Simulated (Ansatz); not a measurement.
# BBr2HO: a ladder of functionals and wavefunction methods

Aim: compute BBr2HO with functionals from several rungs and with coupled cluster. The yardstick is the atomisation energy at the CCSD(T) limit.

Program: Ansatz 0.2.0, Gaussian basis. Level of theory: functionals in def2-TZVPP, the program's frozen cores in correlated methods. These are calculated values, not measurements.

Levels to be run: LDA (SPW92), PBE-D4, revPBE-D4, BLYP-D4, r2SCAN-D4, B97M-V, PBE0-D4, B3LYP-D4, r2SCANh-D4, r2SCAN0-D4, HSE06-D4, BHLYP-D4, CAM-B3LYP-D4, LC-ωPBE, ωB97X-V, ωB97M-V, B2PLYP, PBE-QIDH; CCSD(T)/def2-SVP; CCSD(T)/def2-TZVPP; MP2/def2-QZVPP; extrapolation to the limit; RPA on PBE.

### Step 1. The relaxed structure

The geometry comes from an earlier relaxation with PBE0-D4 in a triple-zeta def2 set; it is a stationary point.

SMILES `OB(Br)Br`, 5 atoms, charge 0, spin multiplicity 1.

Atoms are counted from 1 here; the program's logs count them from 0.

Bond lengths: O1–B2 1.337 Å, O1–H5 0.963 Å, B2–Br3 1.906 Å, B2–Br4 1.925 Å. Angles: B2–O1–H5 113.7°, O1–B2–Br3 118.7°, O1–B2–Br4 121.2°, Br3–B2–Br4 120.1°.

Coordinates:

```xyz
5
charge 0, multiplicity 1
O     0.3155    0.9996    0.3576
B     0.1026   -0.2814    0.0392
Br    1.2186   -1.6164    0.8184
Br   -1.2987   -0.7869   -1.1804
H    -0.2882    1.6113   -0.0762
```

### Step 2. LDA

This LDA is Slater exchange with PW92 correlation.

in.yaml

```yaml
crystal:
  periodic: [false, false, false]
  atoms:
    - {symbol: O, position_ang: [0.315479, 0.999622, 0.357554]}
    - {symbol: B, position_ang: [0.102605, -0.281395, 0.039197]}
    - {symbol: Br, position_ang: [1.218578, -1.616378, 0.818351]}
    - {symbol: Br, position_ang: [-1.298702, -0.786895, -1.180371]}
    - {symbol: H, position_ang: [-0.288158, 1.611346, -0.076232]}
basis:
  gaussian: {orbitals: def2-TZVPP}
hamiltonian: {xc: lda}
output: {orbitals: {seedname: orbitals}}
```

Further steps of the session: PBE-D4 (GGA); revPBE-D4 (GGA); BLYP-D4 (GGA); r2SCAN-D4 (meta-GGA); B97M-V (meta-GGA); PBE0-D4 (hybrid); B3LYP-D4 (hybrid); r2SCANh-D4 (hybrid); r2SCAN0-D4 (hybrid); HSE06-D4 (hybrid); BHLYP-D4 (hybrid); CAM-B3LYP-D4 (range-separated); LC-ωPBE-D4 (range-separated); ωB97X-V (range-separated); ωB97M-V (range-separated); B2PLYP (double hybrid); PBE-QIDH (double hybrid); CCSD(T) in def2-SVP; CCSD(T) in def2-TZVPP; MP2 in def2-QZVPP; RPA on PBE orbitals.

Q: Predict the results of all the runs planned. Wanted: atomisation energy, CCSD(T)/CBS; farthest beyond LDA; mean size of error, GGA; mean size of error, meta-GGA; mean size of error, hybrid; mean size of error, range-separated; mean size of error, double hybrid; gap, smallest and largest; T1 diagnostic.

**Answer**, as computed:

```
                               quantity                                                                         value
        atomisation energy, CCSD(T)/CBS                                                                 1815.8 kJ/mol
 functionals within 18.2 kJ/mol (1.0 %)  revPBE-D4, B97M-V, PBE0-D4, r2SCANh-D4, HSE06-D4, ωB97X-V, ωB97M-V, PBE-QIDH
                    farthest beyond LDA                                                       BHLYP-D4 (-96.6 kJ/mol)
                mean size of error, GGA                                                                   27.9 kJ/mol
           mean size of error, meta-GGA                                                                   12.6 kJ/mol
             mean size of error, hybrid                                                                   27.0 kJ/mol
    mean size of error, range-separated                                                                   18.0 kJ/mol
      mean size of error, double hybrid                                                                   18.7 kJ/mol
              gap, smallest and largest                                     5.27 eV (LDA (SPW92)), 12.63 eV (LC-ωPBE)
                          T1 diagnostic                                                                        0.0094
triples share of the correlation energy                                                                         3.6 %
```

LDA overbinds by 312.2 kJ/mol (17 %). PBE-D4 misses by +53.4 kJ/mol. Double hybrids carry the basis error of their MP2 part in triple zeta, and no dispersion term here, so their miss is partly the set-up's. The rungs meta-GGA, range-separated miss on average by less than the doubt on the reference (18.2 kJ/mol), so they tie. Misses under about 18.2 kJ/mol are within the doubt on the reference itself, which lacks core-valence correlation, relativity and higher excitations, and its outer-core shells are covered unevenly. All levels share the lack of spin-orbit coupling, which lowers the free heavy atoms and so the true binding. Hartree-Fock recovers 71 % of the binding; the rest is correlation. CCSD(T) in def2-SVP is off by -107.4 kJ/mol, so the small basis spoils what the method gains. The gap grows from 5.3 to 12.6 eV across the functionals, mostly with the share of exact exchange. Correlated methods include outer-core shells of Br, which these sets cover unevenly.
